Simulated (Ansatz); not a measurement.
# GaH₃O + AsH₃: a complex and its separated parts

The complex below is one end of an elementary step. How strongly is it bound against its free parts?

Program: Ansatz 0.2.0, Gaussian basis. Level of theory: PBE0-D4/def2-TZVP structures, single points in def2-TZVPP, no counterpoise correction. These are calculated values, not measurements.

Levels: SPW92, PBE-D4, BLYP-D4, r2SCAN-D4, B97M-V, PBE0-D4, B3LYP-D4, r2SCAN0-D4, BHLYP-D4, CAM-B3LYP-D4, wB97X-V, wB97M-V, B2PLYP, PBE-QIDH, RPA on PBE, Hartree-Fock, MP2, CCSD, CCSD(T).

Cores are frozen in the correlated methods. Filled d shells of the heavier atoms are correlated. B3LYP uses VWN-RPA correlation. B2PLYP carries no dispersion term here.

94 further runs of the same task are left out: 94 set aside as unsound or not needed.

## (1) Starting geometry

The complex: 9 atoms, charge 0, spin multiplicity 1.

Atoms are counted from 1 here; the program's logs count them from 0.

Bond lengths: Ga1–O2 1.819 Å, Ga1–H3 1.572 Å, Ga1–H4 1.564 Å, Ga1–As6 2.735 Å, O2–H7 0.959 Å, H5–As6 1.510 Å, As6–H8 1.508 Å, As6–H9 1.513 Å. Angles: O2–Ga1–H3 116.9°, O2–Ga1–H4 113.8°, O2–Ga1–As6 89.2°, H3–Ga1–H4 126.1°, H3–Ga1–As6 100.1°, H4–Ga1–As6 97.5°, Ga1–O2–H7 112.7°, Ga1–As6–H5 115.8°, Ga1–As6–H8 113.1°, Ga1–As6–H9 131.8°, H5–As6–H8 96.4°, H5–As6–H9 96.4°, H8–As6–H9 96.6°.

Geometry (Å):

```xyz
9

Ga   -0.2767    1.0470   -0.9638
O     1.5359    0.8934   -0.9601
H    -1.0523    0.2874   -2.1001
H    -0.8078    2.2657   -0.1404
H     0.2666   -2.1393    0.7414
As   -0.4017   -0.8173    1.0331
H     1.8589    0.3101   -1.6489
H     0.4460   -0.4605    2.2286
H    -1.5690   -1.3865    1.8102
```

Its parts: GaH₃O holds atoms 1, 2, 3, 4, 7; AsH₃ holds atoms 5, 6, 8, 9. Each part counts its atoms afresh in its own runs.

## (2) Relaxing GaH₃O alone

The input, relax-a/in.yaml:

```yaml
crystal:
  periodic: [false, false, false]
  atoms:
    - {symbol: Ga, position_ang: [-0.276682, 1.047004, -0.963779]}
    - {symbol: O, position_ang: [1.535857, 0.893387, -0.960123]}
    - {symbol: H, position_ang: [-1.052261, 0.287402, -2.100057]}
    - {symbol: H, position_ang: [-0.807754, 2.265674, -0.140357]}
    - {symbol: H, position_ang: [1.858898, 0.310118, -1.648860]}
basis:
  gaussian: {orbitals: def2-TZVP}
hamiltonian: {xc: pbe0, dispersion: d4}
relax: {f_tol: 0.005, max_steps: 200}
```

Run with:

```
$ ansatz run in.yaml --threads 4 --pin off --events-out ev --progress --plain --max-ram 9574MiB
```

The runs that follow: Relaxing AsH₃ alone; SPW92/def2-TZVPP; PBE-D4/def2-TZVPP; BLYP-D4/def2-TZVPP; r2SCAN-D4/def2-TZVPP; B97M-V/def2-TZVPP; PBE0-D4/def2-TZVPP; B3LYP-D4/def2-TZVPP; r2SCAN0-D4/def2-TZVPP; BHLYP-D4/def2-TZVPP; CAM-B3LYP-D4/def2-TZVPP; wB97X-V/def2-TZVPP; wB97M-V/def2-TZVPP; B2PLYP/def2-TZVPP; PBE-QIDH/def2-TZVPP; RPA on PBE/def2-TZVPP; CCSD(T)/def2-TZVPP; MP2/def2-QZVPP; Vibrations of GaH₃O; Vibrations of AsH₃.

What does the calculation give? Wanted: complex less parts, CCSD(T)/def2-TZVPP; with zero-point energy; largest T1 diagnostic.

As calculated:

| quantity | value |
| --- | --- |
| complex less parts, CCSD(T)/def2-TZVPP | -33.4 kJ/mol |
| with zero-point energy | -27.1 kJ/mol |
| largest T1 diagnostic | 0.015 |

**Reading.** At CCSD(T) the complex lies 33.4 kJ/mol below its parts. Among the functionals wB97X-V lands nearest to CCSD(T) (-0.1 kJ/mol) and SPW92 farthest (-16.7 kJ/mol). By rung, the mean size of the error is: LDA 16.7, GGA 4.2, meta-GGA 2.2, hybrid 3.7, range-separated hybrid 1.7, double hybrid 6.2 kJ/mol. PBE-D4 gives a relative energy 2.0 kJ/mol too low, inside chemical accuracy (1 kcal/mol, 4.2 kJ/mol). No counterpoise was applied, and triple zeta lacks some correlation, so the CCSD(T) reference has a basis error of its own, and close matches with it are partly luck.
